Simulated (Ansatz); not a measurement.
## MnS, space group F-43m: a relaxation driven by ASE, step by step

With Ansatz 0.2.0 through its Python package.

Notebook, run cell by cell (the value of a cell's last expression is shown):

```python
import warnings

import ansatz as az
from ase import Atoms
from ase.calculators.calculator import Calculator, all_changes
from ase.filters import FrechetCellFilter
from ase.optimize import BFGS
from ase.units import GPa
import numpy as np
```

```python
class DFT(Calculator):
    implemented_properties = ["energy", "free_energy", "forces", "stress"]

    def calculate(self, atoms=None, properties=("energy",), system_changes=all_changes):
        super().calculate(atoms, properties, system_changes)
        bare = self.atoms.copy()
        bare.set_constraint()
        bare.set_momenta(None)
        job = (
            az.Crystal.from_ase(bare).calculation()
            .functional("pbesol")
            .pseudopotentials("paw")
            .basis(41 * az.Ry)
            .kpoints(6, 6, 6)
            .occupations("cold", width=0.05)
            .spin("collinear")
            .hubbard("Mn", "d", u_eff=4.0)
            .forces()
            .stress()
        )
        report = job.run(threads=1, backend="cpu").report
        self.results["energy"] = self.results["free_energy"] = report["lagrangian_ev"]
        self.results["forces"] = np.array(report["forces_ev_ang"])
        s = -np.array(report["stress_gpa"]) * GPa  # ASE counts tension as positive
        self.results["stress"] = s[[0, 1, 2, 1, 0, 0], [0, 1, 2, 2, 2, 1]]
```

```python
warnings.simplefilter("ignore")
atoms = Atoms(
    ["Mn", "S"],
    cell=[[0.0, 2.8, 2.8], [2.8, 0.0, 2.8], [2.8, 2.8, 0.0]],
    scaled_positions=[
        [0.0, 0.0, 0.0],
        [0.25, 0.25, 0.25],
    ],
    pbc=True,
)
atoms.set_initial_magnetic_moments([4, 0.0])
atoms.calc = DFT()
before = atoms.get_potential_energy(), atoms.get_volume()
target = FrechetCellFilter(atoms)
optimiser = BFGS(target, logfile=None)
```

```python
def tell():
    fmax = np.linalg.norm(target.get_forces(), axis=1).max()
    print(f"step {optimiser.nsteps:2d}  E = {atoms.get_potential_energy():.5f} eV  fmax = {fmax:.4f}  V = {atoms.get_volume():.3f} A^3")


optimiser.attach(tell)
met = optimiser.run(fmax=0.03, steps=20)
print("threshold met:", bool(met), " energy gained:", round(before[0] - atoms.get_potential_energy(), 5), "eV")
print("cell lengths and angles:", np.round(atoms.cell.cellpar(), 3))
np.round(atoms.get_scaled_positions(), 4)
```

    step  0  E = -4753.61069 eV  fmax = 0.3322  V = 43.904 A^3
    step  1  E = -4753.61493 eV  fmax = 0.2635  V = 44.218 A^3
    step  2  E = -4753.62233 eV  fmax = 0.0099  V = 45.441 A^3
    threshold met: True  energy gained: 0.01164 eV
    cell lengths and angles: [ 4.005  4.005  4.005 60.    60.    60.   ]
    array([[0.  , 0.  , 0.  ],
           [0.25, 0.25, 0.25]])

Caveats:
- Total energies depend on the potentials; only differences at equal settings carry meaning. A total without «per atom» is that of the cell as typed.
- The magnetic order follows from the starting moments and needn't be the lowest.
- The calculator gives ASE the free energy under both names; ASE's own meaning of energy is the limit of zero smearing.
- With one magnetic atom the cell can hold only ferromagnetic order.
- The starting cell is as deposited in a crystallographic database; the results hold for this polymorph, which needn't be the stable one.
- Finished in 14 s on 1 thread of Arm Neoverse V2, on a shared host, peak memory 0.49 GiB.
